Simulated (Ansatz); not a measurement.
# BCl₂F₃Si: small, medium and large basis sets

The task here is to estimate one member of a computed series from the others.

Computed with Ansatz 0.2.0, Gaussian basis. Level: one geometry, several basis sets.

Levels to be run: PBE0-D4/def2-SVP; ωB97M-V/def2-SVP; PBE0-D4/def2-QZVPP; ωB97M-V/def2-QZVPP; the functionals' def2-TZVPP values are taken from earlier runs.

## The relaxed structure

The geometry comes from an earlier relaxation with PBE0-D4 in a triple-zeta def2 set; it is a stationary point, not always the lowest conformer.

7 atoms, charge 0, spin multiplicity 1.

Atoms are counted from 1 here; the program's logs count them from 0.

Bond lengths: F1–Si2 1.577 Å, Si2–F3 1.578 Å, Si2–F4 1.578 Å, Si2–B5 2.010 Å, B5–Cl6 1.732 Å, B5–Cl7 1.734 Å. Angles: F1–Si2–F3 107.5°, F1–Si2–F4 107.5°, F1–Si2–B5 112.4°, F3–Si2–F4 107.6°, F3–Si2–B5 110.8°, F4–Si2–B5 110.8°, Si2–B5–Cl6 120.9°, Si2–B5–Cl7 118.7°, Cl6–B5–Cl7 120.3°.

Set-up of the first run:

in.yaml

```yaml
crystal:
  periodic: [false, false, false]
  atoms:
    - {symbol: F, position_ang: [-0.114009, -1.091379, 1.756702]}
    - {symbol: Si, position_ang: [0.185130, -0.818456, 0.232735]}
    - {symbol: F, position_ang: [-0.671088, -1.842843, -0.609213]}
    - {symbol: F, position_ang: [1.708191, -1.148438, -0.017864]}
    - {symbol: B, position_ang: [-0.232891, 1.072652, -0.304843]}
    - {symbol: Cl, position_ang: [-0.847013, 2.210551, 0.847676]}
    - {symbol: Cl, position_ang: [0.032981, 1.550013, -1.950893]}
basis:
  gaussian: {orbitals: def2-SVP}
hamiltonian: {xc: pbe0, dispersion: d4}
output: {orbitals: {seedname: orbitals}}
```

Steps of the session up to this table: PBE0-D4 in def2-SVP; ωB97M-V in def2-SVP; PBE0-D4 in def2-QZVPP; ωB97M-V in def2-QZVPP.

One table of the session follows, with a row left open; its other results are not shown here.

It belongs to the step «Density functionals: the series». 

```
functional       basis  HOMO (eV)  LUMO (eV)
   PBE0-D4    def2-SVP          ?          ?
   PBE0-D4  def2-TZVPP      -9.15      -2.84
   PBE0-D4  def2-QZVPP      -9.18      -2.90
   ωB97M-V    def2-SVP     -11.14      -0.49
   ωB97M-V  def2-TZVPP     -11.29      -0.74
   ωB97M-V  def2-QZVPP     -11.34      -0.81
```

Q: Estimate the row for PBE0-D4, def2-SVP from the others.

As computed: HOMO (eV): -9.04; LUMO (eV): -2.64. In the column «HOMO (eV)» it is the highest.
